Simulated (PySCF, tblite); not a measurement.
**Al₂H₄O₄, a small molecule taken as a stand-in for a surface group (alumina oxo dimer): NMR shifts, core binding energies and electronic excitations**

Aim: the NMR shifts, core binding energies and electronic excitations of `[OH][AlH][O][Al]([OH])[OH]`.

Computed with tblite 0.8.0 and PySCF 2.14.0; each step states its level. No surroundings beyond the atoms listed, unless a continuum is named. Atoms count from 0, parts from 1.

### 1 Starting point

10 atoms, charge 0, multiplicity 1; geometry: distance geometry start.

### 2 Geometry optimisation with GFN2-xTB

What the job is given:

```
{"job": {"kind": "relax", "xc": "GFN2-xTB", "basis": "xTB"}, "charge": 0, "multiplicity": 1}
O      1.601700     0.184430     0.973577
Al     1.426466     0.408732    -0.861982
O      0.685081     2.016738    -1.460356
O      0.952640    -1.131165    -1.823298
Al    -0.394940    -2.341215    -1.285068
O     -1.801952    -1.598843    -0.297615
H      1.802079    -0.627677     1.443241
H      0.696053     2.843058    -0.932963
H     -0.793143    -3.394870    -2.310218
H     -2.052642    -0.653440    -0.297298
```

Method: GFN2-xTB geometry optimisation, gas phase.

Run with:

```sh
$ OMP_NUM_THREADS=1 python cluster_run.py task.json out
```

This one command runs all jobs of the session in turn.

**Question.** The jobs that follow are: PBE0-D3(BJ)/def2-SVP geometry optimisation, gas phase; GIAO PBE0/pcSseg-2 NMR shielding, non-relativistic, gas phase; delta-SCF UKS SCAN, pcX-2 on the ionised atom, pcseg-1 elsewhere, spin-free X2C; TDDFT CAM-B3LYP/def2-SVPD, vertical, gas phase, core orbitals frozen in the response. Predict: point group; rotational constants (main isotopes); ¹H shifts against TMS (PBE0/pcSseg-2); ¹⁷O shifts against H2O (PBE0/pcSseg-2); ²⁷Al shifts against AlH4- (PBE0/pcSseg-2); O1s binding energies, SCAN/pcX-2 (standing for 3 of 4 atoms); Al2p binding energies, SCAN/pcX-2; lowest singlet (CAM-B3LYP/def2-SVPD); brightest single state of those computed; lowest triplet; vertical ionisation energy (ΔSCF); vertical electron affinity (ΔSCF).

The runs gave:

| quantity | value |
| --- | --- |
| point group | C1 |
| rotational constants (main isotopes) | 5.02, 0.97, 0.89 GHz |
| ¹H shifts against TMS (PBE0/pcSseg-2) | 4.05, 1.29, 0.88, 0.84 ppm |
| ¹⁷O shifts against H2O (PBE0/pcSseg-2) | 62.9, 40.1, 10.6, 4.6 ppm |
| ²⁷Al shifts against AlH4- (PBE0/pcSseg-2) | 36.3, 12.1 ppm |
| O1s binding energies, SCAN/pcX-2 (standing for 3 of 4 atoms) | O0 538.21, O5 538.03, O3 537.20 eV |
| Al2p binding energies, SCAN/pcX-2 | Al1 81.04, Al4 80.93 eV |
| lowest singlet (CAM-B3LYP/def2-SVPD) | 7.01 eV (177 nm), f = 0.000 |
| brightest single state of those computed | state 6, 7.75 eV, f = 0.118 |
| lowest triplet | 6.69 eV |
| vertical ionisation energy (ΔSCF) | 11.31 eV |
| vertical electron affinity (ΔSCF) | -0.26 eV (unbound: the value hangs on the basis) |

**Reading.** The start of the PBE0/def2-SVP relaxation was shaken at random by about 0.01 Å, so part of the energy gained, and of the first lengths quoted, undoes that. The optimisation took 16 steps and gained 0.366 eV; among the close pairs (by a distance rule), Al4–H8 changed most, from 1.473 to 1.570 Å (PBE0/def2-SVP). No frequency check was run at this level, so the end point may be a saddle. At PBE0/pcSseg-2: The largest span, 158 ppm, is at O3, where the paramagnetic term is -126 ppm. At SCAN/pcX-2: O0 (oxygen bonded to Al, H) binds its O1s electron 1.01 eV more tightly than O3 (oxygen bonded to 2 Al). Only 3 of the 4 O atoms are covered by sound results. At SCAN/pcX-2: Al1 (aluminium bonded to 3 O) binds its Al2p electron 0.11 eV more tightly than Al4 (aluminium bonded to 2 O, H). The lowest singlet, at 7.01 eV, is HOMO−1→LUMO 0.61, HOMO−2→LUMO 0.20 and is dark; of the 6 states computed, the strongest absorption comes from state 6 at 7.75 eV (the last computed, so partners may be missing). The lowest triplet lies 0.32 eV below the lowest singlet (triplets in Tamm-Dancoff, singlets in full TDDFT). ΔSCF puts the ionisation energy at 11.31 eV, 0.89 eV above −ε(HOMO).
